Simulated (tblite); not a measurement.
# C5H14O2Si: the cost of one run

Computed with tblite 0.8.0 and PySCF 2.14.0, with density-fitted response routines of our own, on a single molecule in the gas phase. Atoms are numbered from 0 throughout.

### Step 1. The molecule as given

22 atoms, charge 0, multiplicity 1; geometry from: force field or distance geometry start.

Bonds of the start (Å): C0–C1 1.51, C1–C2 1.57, C2–C3 1.53, C2–C4 1.56, C4–O5 1.44, C2–O6 1.44, O6–Si7 1.66, C0–H8 1.10, C0–H9 1.10, C0–H10 1.10, C1–H11 1.08, C1–H12 1.10, C3–H13 1.09, C3–H14 1.09, C3–H15 1.11, C4–H16 1.10, C4–H17 1.09, O5–H18 0.98, Si7–H19 1.48, Si7–H20 1.48, Si7–H21 1.48.

### Step 2. Geometry optimisation with GFN2-xTB

What the job is given:

```
{"job": {"kind": "relax", "xc": "GFN2-xTB", "basis": "xTB"}, "charge": 0, "multiplicity": 1}
C     -2.261200    -0.198600    -0.641700
C     -0.776900    -0.311400    -0.900100
C      0.155100     0.206100     0.251200
C     -0.036500    -0.575900     1.546700
C     -0.157900     1.698500     0.570800
O      0.004400     2.506800    -0.605200
O      1.527500     0.233000    -0.193800
Si     2.446900    -1.115100    -0.517300
H     -2.566300    -0.727600     0.268900
H     -2.588000     0.847300    -0.555600
H     -2.823600    -0.639500    -1.479500
H     -0.529500     0.194400    -1.827100
H     -0.558500    -1.373200    -1.066500
H     -1.015400    -0.409200     2.000100
H      0.058400    -1.652900     1.390500
H      0.723600    -0.302000     2.304000
H      0.544300     2.086200     1.318600
H     -1.172800     1.843300     0.944000
H      0.875500     2.249000    -0.963500
H      3.803900    -0.693600    -0.928600
H      1.805000    -1.885800    -1.612300
H      2.531600    -1.960300     0.695500
```

Started as:

```console
OMP_NUM_THREADS=1 python probes_run.py task.json out
```

The driver reads the jobs from task.json and runs them one after another.

Q: Estimate the wall time of this first job on 1 thread of Arm Neoverse N1, shared host.

About 1.6 s.
